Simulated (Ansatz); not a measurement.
## Ta, space group Fm-3m: a check of PAW against all-electron LAPW, step by step

Program: Ansatz 0.2.0, Python API.

Run as a notebook:

**Cell 1**
```python
import ansatz as az
import numpy as np
import pandas as pd
```

**Cell 2**
```python
FUNCTIONAL = "pbesol"
MESH = (12, 12, 12)
OCCUPATIONS = "fermi_dirac"
```

**Cell 3**
```python
def count_gap(report):
    # lowest empty less highest filled band, counting bands; zero where they overlap
    return max(report.get("gap_by_band_count_ev") or 0.0, 0.0)
```

**Cell 4**
```python
lattice = az.Lattice.of(
    [0.0, 2.11, 2.11],
    [2.11, 0.0, 2.11],
    [2.11, 2.11, 0.0],
)
sites = [
    ("Ta", [0.0, 0.0, 0.0]),
]
xtal = az.Crystal(lattice=lattice)
for symbol, position in sites:
    xtal = xtal.atom(symbol, position)
```

**Cell 5**
```python
calculation = (
    xtal.calculation()
    .functional(FUNCTIONAL)
    .kpoints(*MESH)
    .occupations(OCCUPATIONS, width=150 * az.meV)
    .stress()
    .forces()
    .band_table()
)
variants = {
    "PAW": calculation.pseudopotentials("paw"),
    "LAPW": calculation.pseudopotentials("all_electron", lapw=True),
}
rows = []
for label, variant in variants.items():
    report = variant.run(threads=1, backend="cpu").report
    levels = np.array(report["eigenvalues_ev"][0]) - report["fermi_energy_ev"]
    print(label, "levels at the first k-point near E_F:", np.round(levels[np.abs(levels) < 5], 3))
    rows.append((label, report["n_electrons"], np.trace(report["stress_gpa"]) / 3, count_gap(report)))
print(pd.DataFrame(rows, columns=["treatment", "electrons in bands", "P GPa", "gap by band count eV"]).round(4).to_string(index=False))
```
Output:
```text
DeckWarning: basis.ecutwfc = 420 eV, auto-derived from the records' recommended cutoffs: set by Ta (normal level)
PAW levels at the first k-point near E_F: [0.433 0.433 0.433 3.422 3.422]
LAPW levels at the first k-point near E_F: [0.43  0.43  0.43  3.418 3.418]
treatment  electrons in bands   P GPa  gap by band count eV
      PAW                13.0 -5.5675                   0.0
     LAPW                43.0 -5.5621                   0.0
```

PAW gives -5.567 GPa and LAPW -5.562 GPa, 0.005 GPa apart. They took 0.9 and 11.2 s of processor time.

Caveats:
- The mesh is modest for a metal, so energies can be off by several to tens of meV an atom and pressures by half a GPa or more; differences at equal mesh fare better.
- A Fermi-Dirac width this large means warm electrons, whose thermal share enters the free energy.
- A gap by band count of zero or less means overlapping bands, a metal, and at an odd count of electrons it is no gap at all.
- At these settings the cell as given stands under about -6 GPa, so it isn't at this functional's equilibrium volume.
- This isn't the structure that Ta takes at ambient conditions.
- Gaps and levels are Kohn-Sham values on a finite set of k-points, without spin-orbit coupling.
- Warnings are shown shortened and without file and line.
- Pressure is positive in compression; the treatments may keep other shells as core, so totals and counts of electrons can differ.
- Finished in 13 s on 1 thread of Arm Neoverse V2 (shared host), peak memory 0.5 GiB.
